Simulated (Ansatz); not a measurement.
# BFH4Si: interaction energy of a dimer with the counterpoise correction

How strongly do two molecules of BFH4Si bind, and how much of that is basis error? Aim: the interaction energy of a dimer with the counterpoise correction, for BFH4Si, run from a script.

Program: the Python package of Ansatz 0.2.0. Level of theory: B3LYP/cc-pVDZ. These are calculated values, not measurements.

**1. The structure**

Bond lengths: F1–B2 1.436 Å, B2–Si3 1.941 Å, B2–H4 1.207 Å, Si3–H5 1.494 Å, Si3–H6 1.501 Å, Si3–H7 1.417 Å. Angles: F1–B2–Si3 121.5°, F1–B2–H4 120.3°, Si3–B2–H4 118.0°, B2–Si3–H5 108.8°, B2–Si3–H6 109.0°, B2–Si3–H7 111.5°, H5–Si3–H6 108.0°, H5–Si3–H7 110.4°, H6–Si3–H7 109.0°.

The script holds or builds the structure itself.

**2. The script**

dimer_bfh4si.py reads:

```python
import ansatz

FIRST = [
    ("F", (-1.0283, -1.5282, 1.2716)),
    ("B", (-0.221, -1.1004, 0.1643)),
    ("Si", (0.1269, 0.7791, -0.1705)),
    ("H", (0.3301, -1.9126, -0.5376)),
    ("H", (1.054, 0.8976, -1.3361)),
    ("H", (0.8102, 1.3716, 1.0271)),
    ("H", (-1.0716, 1.4927, -0.419)),
]
SECOND = [
    ("F", (5.2664, 4.718, -1.7003)),
    ("B", (4.1232, 3.9397, -2.0855)),
    ("Si", (2.917, 3.1875, -0.7645)),
    ("H", (3.8413, 3.8068, -3.2512)),
    ("H", (1.7926, 2.504, -1.4723)),
    ("H", (2.3377, 4.3, 0.0595)),
    ("H", (3.5862, 2.2783, 0.0915)),
]

def energy(atoms, ghosts=()):
    molecule = ansatz.Crystal.molecule()
    for symbol, xyz in atoms:
        molecule = molecule.atom(symbol, xyz)
    calc = (
        molecule.calculation()
        .basis(gaussian="cc-pVDZ")
        .functional("b3lyp")
    )
    deck = calc.input()
    if ghosts:
        deck = deck.set(ansatz.key.basis.gaussian.ghost_atoms, [{"symbol": s, "position_ang": list(xyz)} for s, xyz in ghosts])
    return ansatz.Session.from_dict(deck).plan().execute().report["free_energy_ev"]


def main() -> None:
    both = energy(FIRST + SECOND)
    alone = energy(FIRST) + energy(SECOND)
    ghosted = energy(FIRST, SECOND) + energy(SECOND, FIRST)
    print(f"dimer {both:.6f} eV")
    print(f"interaction, uncorrected   {(both - alone):8.3f} eV")
    print(f"interaction, counterpoise  {(both - ghosted):8.3f} eV")
    print(f"basis-set superposition    {(alone - ghosted):8.3f} eV")


if __name__ == "__main__":
    main()
```

**3. The calls as engine input**

The engine receives this input (first run):

```yaml
crystal:
  periodic: [false, false, false]
  atoms:
    - { symbol: F, position_ang: [-1.0283, -1.5282, 1.2716] }
    - { symbol: B, position_ang: [-0.221, -1.1004, 0.1643] }
    - { symbol: Si, position_ang: [0.1269, 0.7791, -0.1705] }
    - { symbol: H, position_ang: [0.3301, -1.9126, -0.5376] }
    - { symbol: H, position_ang: [1.054, 0.8976, -1.3361] }
    - { symbol: H, position_ang: [0.8102, 1.3716, 1.0271] }
    - { symbol: H, position_ang: [-1.0716, 1.4927, -0.419] }
    - { symbol: F, position_ang: [5.2664, 4.718, -1.7003] }
    - { symbol: B, position_ang: [4.1232, 3.9397, -2.0855] }
    - { symbol: Si, position_ang: [2.917, 3.1875, -0.7645] }
    - { symbol: H, position_ang: [3.8413, 3.8068, -3.2512] }
    - { symbol: H, position_ang: [1.7926, 2.504, -1.4723] }
    - { symbol: H, position_ang: [2.3377, 4.3, 0.0595] }
    - { symbol: H, position_ang: [3.5862, 2.2783, 0.0915] }
basis:
  gaussian:
    orbitals: cc-pVDZ
hamiltonian:
  xc: b3lyp
```

**4. Launch**

On the command line:

```bash
> python dimer_bfh4si.py
```

**Question.** How large is the interaction at this pose, and how much of it is basis-set superposition?

As calculated:

| quantity | value |
| --- | --- |
| interaction energy, uncorrected | 0.300 eV |
| interaction energy, counterpoise | 0.309 eV |
| runs compared | 5 |

**Reading.** The pair is unbound at this geometry and level. Uncorrected it is 0.300 eV, with the counterpoise correction 0.309 eV; the difference, 0.01 eV, is the superposition error. The pose is repulsive. Notes:
- The dimer is a generated trial pose of unrelaxed monomers, not a minimum, so the figure is no binding energy, and the basis set is small.
- b3lyp holds the VWN-RPA fit, as in Gaussian; the form of ORCA and Turbomole is b3lyp5.
- This level lacks the dispersion part of the attraction (electrostatics and induction are there), which can decide the sign where the interaction is weak.
